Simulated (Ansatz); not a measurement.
# C₃H₅SSe (charge -1), SMILES CC(=S)C[Se-]: a geometry optimisation

Computed with the Python package of Ansatz (0.2.0).

Run as a notebook:

**Cell 1**
```python
import itertools

import ansatz
from ase import Atoms
from ase.data import atomic_numbers, covalent_radii
import numpy as np
```

**Cell 2**
```python
BASIS = "def2-SVP"
XC = "r2scan"
CHARGE = -1
```

**Cell 3**
```python
atoms = Atoms(["C", "C", "S", "C", "Se", "H", "H", "H", "H", "H"], positions=[
    (-1.3255, -0.0338, -0.3036),
    (-0.0858, 0.2579, 0.4976),
    (-0.2163, 0.8115, 1.8213),
    (1.2842, 0.0328, -0.0911),
    (2.1406, -1.5129, 0.7328),
    (-1.0714, -0.4564, -1.298),
    (-1.9591, -0.7732, 0.2316),
    (-1.9074, 0.8997, -0.4608),
    (1.9236, 0.9306, 0.0531),
    (1.2172, -0.1561, -1.1829),
])
molecule = ansatz.Crystal.molecule_from_ase(atoms)
```

**Cell 4**
```python
job = (
    molecule.calculation()
    .basis(gaussian=BASIS)
    .functional(XC)
    .charge(CHARGE)
)
symbols = [site.symbol for site in molecule.cartesian_sites]
start = np.array([site.position_ang for site in molecule.cartesian_sites], dtype=float)
def progress(event):
    if event["event"] == "relax_step":
        row = event["data"]
        print(f"step {row['step']:3d}  E = {row['lagrangian_ev']:.6f} eV  largest force component {row['allowed_force_max_ev_ang']:.4f} eV/A")
```

**Cell 5**
```python
rep = job.relax(force_tolerance=0.01, max_steps=100).session().plan().execute(on_event=progress).report
end = np.array(rep["positions_ang"])
```
Output:
```text
step   1  E = -79360.186152 eV  largest force component 13.0147 eV/A
step   2  E = -79361.353395 eV  largest force component 4.9566 eV/A
step   3  E = -79361.778523 eV  largest force component 1.6273 eV/A
step   4  E = -79361.884796 eV  largest force component 0.6466 eV/A
step   5  E = -79361.937794 eV  largest force component 0.4405 eV/A
step   6  E = -79361.963079 eV  largest force component 0.2500 eV/A
step   7  E = -79361.967498 eV  largest force component 0.0704 eV/A
step   8  E = -79361.968081 eV  largest force component 0.0648 eV/A
step   9  E = -79361.968186 eV  largest force component 0.0464 eV/A
step  10  E = -79361.968460 eV  largest force component 0.0178 eV/A
step  11  E = -79361.968513 eV  largest force component 0.0088 eV/A
```

**Cell 6**
```python
print(f"E = {rep['free_energy_ev']:.6f} eV = {rep['free_energy_ev'] / 27.211386246:.7f} Ha")
print("converged:", rep["converged"], " doubts:", rep["published_state_doubts"] or "none")
```
Output:
```text
E = -79361.968522 eV = -2916.4985497 Ha
converged: True  doubts: none
```

**Cell 7**
```python
# pairs closer than 1.2 times the sum of covalent radii, before or after
radius = [covalent_radii[atomic_numbers[s]] for s in symbols]
span = lambda where, i, j: np.linalg.norm(where[i] - where[j])
bonded = [(i, j) for i, j in itertools.combinations(range(len(symbols)), 2) if min(span(start, i, j), span(end, i, j)) < 1.2 * (radius[i] + radius[j])]
print("pair        before    after (A)")
for i, j in bonded:
    print(f"{symbols[i]}{i}-{symbols[j]}{j}".ljust(10), f"{span(start, i, j):8.4f} {span(end, i, j):8.4f}")
for first, second in list(itertools.combinations(bonded, 2)):
    shared = set(first) & set(second)
    if shared and symbols[(j := shared.pop())] != "H":
        i, k = sorted((set(first) | set(second)) - {j})
        u, v = end[i] - end[j], end[k] - end[j]
        angle = np.degrees(np.arccos(np.clip(u @ v / np.linalg.norm(u) / np.linalg.norm(v), -1, 1)))
        print(f"final angle {symbols[i]}{i}-{symbols[j]}{j}-{symbols[k]}{k}: {angle:.2f} deg")
```
Output:
```text
pair        before    after (A)
C0-C1        1.5046   1.5127
C0-H5        1.1099   1.1008
C0-H6        1.1111   1.1000
C0-H7        1.1112   1.1084
C1-S2        1.4407   1.6731
C1-C3        1.5080   1.4782
C3-Se4       1.9497   1.9873
C3-H8        1.1116   1.0987
C3-H9        1.1100   1.1053
final angle C1-C0-H5: 111.64 deg
final angle C1-C0-H6: 110.92 deg
final angle C1-C0-H7: 108.37 deg
final angle C0-C1-S2: 119.69 deg
final angle C0-C1-C3: 116.43 deg
final angle H5-C0-H6: 109.11 deg
final angle H5-C0-H7: 109.92 deg
final angle H6-C0-H7: 106.76 deg
final angle S2-C1-C3: 123.45 deg
final angle C1-C3-Se4: 97.46 deg
final angle C1-C3-H8: 111.96 deg
final angle C1-C3-H9: 113.15 deg
final angle Se4-C3-H8: 111.97 deg
final angle Se4-C3-H9: 110.76 deg
final angle H8-C3-H9: 110.91 deg
```

Caveats:
- Total energies depend on the basis set; only differences at equal settings carry meaning.
- The end point is the stationary point reached from this start; no frequency run checks that it is a minimum, and the basis set is modest.
- Anions want diffuse functions, which this basis lacks.
- The whole script took 2.1 min on 1 thread of Arm Neoverse V1, with other jobs on the host, peak memory 0.26 GiB.

(Lines on the test bed's own set-up are left out of the output.)
